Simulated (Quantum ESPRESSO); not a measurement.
WAu under changes of volume

One of the cells (20.751 Å³/atom); the others are scaled copies at fixed shape and fractional positions:

```xyz
2
Lattice="0.0000 2.7480 2.7480 2.7480 0.0000 2.7480 2.7480 2.7480 0.0000" Properties=species:S:1:pos:R:3 pbc="T T T"
W     0.0000    0.0000    0.0000
Au    4.1220    4.1220    4.1220
```

The cell was built by a generator and needn't be a form met in nature.

* Program: Quantum ESPRESSO 7.5
* Functional: BLYP
* Potentials or basis: SG15 PBE 1.2
* Cutoff: 1020 eV
* Density cutoff: 4082 eV
* k mesh: 8 × 8 × 8
* Occupations: cold, width 0.1 eV
* Spin: no spin polarisation

| volume (Å³/atom) | energy over the lowest point (meV/atom) | pressure (GPa) |
| --- | --- | --- |
| 19.506 | ? | ? |
| 19.921 | 482.85 | 51.9 |
| 20.336 | 356.81 | 45.4 |
| 20.751 | 246.97 | 39.4 |
| 21.166 | 151.78 | 34.0 |
| 21.581 | 69.87 | 29.2 |
| 21.996 | 0.00 | 24.8 |

Question: What does the run at 19.506 Å³/atom give?

Answer: Energy over the lowest point 626.74 meV/atom; pressure 59.2 GPa.

Worked out: A Birch-Murnaghan fit of order 3 (a polynomial in V^(-2/3)) to the other rows has no minimum within the range. It gives 626.81 meV/atom at 19.506 Å³/atom, against the run's 626.74, and -dE/dV = 59.3 GPa, against 59.2.

Energies are extrapolated to zero smearing.

Caveats: the potentials were made for another functional, which shifts forces and pressure.
